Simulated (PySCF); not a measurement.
# C4H7BrN2Si: the cost of one run

Computed with PySCF 2.14.0, with density-fitted response routines of our own, on a single molecule in the gas phase. Atoms count from 0, in the outputs and in this text.

### Step 1. The molecule as given

15 atoms, charge 0, multiplicity 1; geometry from: GFN2-xTB.

Bonds of the start (Å): C0–C1 1.48, C1–C2 1.36, C2–N3 1.37, N3–C4 1.29, C4–N5 1.37, N5–Si6 1.74, Si6–Br7 2.21, N5–C1 1.39, C0–H8 1.09, C0–H9 1.09, C0–H10 1.09, C2–H11 1.07, C4–H12 1.07, Si6–H13 1.45, Si6–H14 1.45.

### Step 2. Excited states and response: PBE0/def2-SVPD

What the job is given:

```
{"job": {"kind": "uv", "xc": "PBE0", "basis": "def2-SVPD", "nstates": 8, "ntriplets": 3}, "charge": 0, "multiplicity": 1}
C     -0.848871     1.570081     0.439010
C     -0.827466     0.133483     0.068677
C     -1.842009    -0.744032    -0.160354
N     -1.342480    -1.973227    -0.489675
C     -0.059942    -1.845430    -0.463160
N      0.347056    -0.576761    -0.127780
Si     1.991935    -0.061238     0.082884
Br     2.402394     1.614490    -1.294102
H     -0.242760     1.758330     1.325883
H     -0.467294     2.190202    -0.373285
H     -1.872556     1.869445     0.647676
H     -2.898864    -0.576175    -0.111950
H      0.642037    -2.626145    -0.677102
H      2.182296     0.446058     1.431024
H      2.832109    -1.171092    -0.319657
```

Level: TDDFT PBE0/def2-SVPD, vertical, gas phase, core orbitals frozen in the response.

The run is started by

```sh
OMP_NUM_THREADS=1 python probes_run.py task.json out
```

The driver reads the jobs from task.json and runs them one after another.

**Question.** How long does this job take on 1 thread of Arm Neoverse V1, shared host, and how much memory does it need?

About 84 s, with a peak of 0.99 GiB.
